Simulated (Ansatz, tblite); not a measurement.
**The cluster Be5Se5: a ladder of methods and basis sets**

An exercise on one series of results from a longer session: the logs are not shown, and one member is left open.

Computed with Ansatz 0.2.0, Gaussian basis. Level: as each input shows.

The runs, in order: GFN1-xTB, GFN2-xTB, PBE-D4/def2-TZVP, r2SCAN-D4/def2-TZVP, HSE06-D4/def2-TZVP, B2PLYP/def2-TZVP, PBE-D4/def2-SVP, PBE0-D4/def2-SVP, HF/STO-3G, MP2/def2-TZVP.

4 further runs of the same task are left out: 2 that didn't finish, 2 set aside as unsound or not needed. Runs told in other sessions of the task aren't counted.

## The relaxed structure

The geometry is that of the singlet, from an earlier relaxation (PBE-D4/def2-SVP). At that level it is the lowest of the isomers that a small search found.

10 atoms, charge 0, spin multiplicity 1.

Bond lengths: Be1–Se7 2.080 Å, Be1–Se9 1.987 Å, Be2–Se7 2.245 Å, Be2–Se8 2.182 Å, Be2–Se10 2.196 Å, Be3–Se6 2.229 Å, Be3–Se8 2.229 Å, Be3–Se9 2.147 Å, Be4–Se6 2.182 Å, Be4–Se7 2.245 Å, Be4–Se10 2.196 Å, Be5–Se6 2.183 Å, Be5–Se8 2.183 Å, Be5–Se10 2.182 Å. Angles: Se7–Be1–Se9 158.6°, Se7–Be2–Se8 129.4°, Se7–Be2–Se10 101.8°, Se8–Be2–Se10 109.1°, Se6–Be3–Se8 108.6°, Se6–Be3–Se9 125.0°, Se8–Be3–Se9 125.0°, Se6–Be4–Se7 129.4°, Se6–Be4–Se10 109.1°, Se7–Be4–Se10 101.8°, Se6–Be5–Se8 112.0°, Se6–Be5–Se10 109.6°, Se8–Be5–Se10 109.7°, Be3–Se6–Be4 82.9°, Be3–Se6–Be5 69.5°, Be4–Se6–Be5 65.2°, Be1–Se7–Be2 91.8°, Be1–Se7–Be4 91.8° and more.

PBE0-D4/def2-TZVP was run before; its log isn't repeated, and its numbers join the tables.

The first run:

Tight binding, by tblite at 300 K electronic temperature and without a spin-polarisation term:

```python
tblite.interface.Calculator('GFN1-xTB', numbers, positions, charge=0, uhf=0).singlepoint()
```

Tight binding, by tblite at 300 K electronic temperature and without a spin-polarisation term:

```python
tblite.interface.Calculator('GFN2-xTB', numbers, positions, charge=0, uhf=0).singlepoint()
```

start.molden holds the orbitals of an earlier run on this state, given as this run's starting guess.

in.yaml reads:

```yaml
crystal:
  periodic: [false, false, false]
  atoms:
    - {symbol: Be, position_ang: [1.482213, 1.091801, -1.336220]}
    - {symbol: Be, position_ang: [0.929643, -0.930117, 0.960079]}
    - {symbol: Be, position_ang: [-0.586510, -0.177770, -1.418751]}
    - {symbol: Be, position_ang: [-0.290498, 1.041456, 1.217503]}
    - {symbol: Be, position_ang: [-1.415474, -0.982617, 0.815880]}
    - {symbol: Se, position_ang: [-2.023724, 0.902596, -0.101251]}
    - {symbol: Se, position_ang: [1.894482, 1.080822, 0.702397]}
    - {symbol: Se, position_ang: [-0.130002, -2.156946, -0.500809]}
    - {symbol: Se, position_ang: [0.515303, 0.714562, -3.030765]}
    - {symbol: Se, position_ang: [-0.375442, -0.583767, 2.691927]}
basis:
  gaussian: {orbitals: def2-TZVP, initial_orbitals: start.molden}
hamiltonian: {xc: pbe, dispersion: d4}
scf: {omitted_lower_state_checks: [starts]}
output: {orbitals: {seedname: orbitals}}
```

Run with:

```console
ansatz run in.yaml --threads 4 --pin off --events-out ev --progress --plain --max-ram 6963MiB
```

Steps of the session up to this table: PBE-D4/def2-TZVP; r2SCAN-D4/def2-TZVP; HSE06-D4/def2-TZVP; B2PLYP/def2-TZVP; PBE-D4/def2-SVP; PBE0-D4/def2-SVP; HF/STO-3G; MP2/def2-TZVP.

One of the session's tables, all rows but one given; the rest of the session is left out.

It belongs to the step «Binding energy». 

```
              level  binding an atom (eV)
          HF/STO-3G                 3.619
       HF/def2-TZVP                 2.428
    PBE-D4/def2-SVP                     ?
   PBE-D4/def2-TZVP                 3.560
r2SCAN-D4/def2-TZVP                 3.545
   PBE0-D4/def2-SVP                 3.522
  PBE0-D4/def2-TZVP                 3.509
 HSE06-D4/def2-TZVP                 3.510
   B2PLYP/def2-TZVP                 3.273
      MP2/def2-TZVP                 3.400
```

**Question.** Estimate the row for PBE-D4/def2-SVP.

As computed: binding an atom (eV): 3.583. In the column «binding an atom (eV)» it lies between PBE-D4/def2-TZVP (3.560) and HF/STO-3G (3.619).

Caveats from the session: Free atoms were run apart at each level; binding is atoms less cluster, divided by the number of atoms, without zero-point or spin-orbit terms.
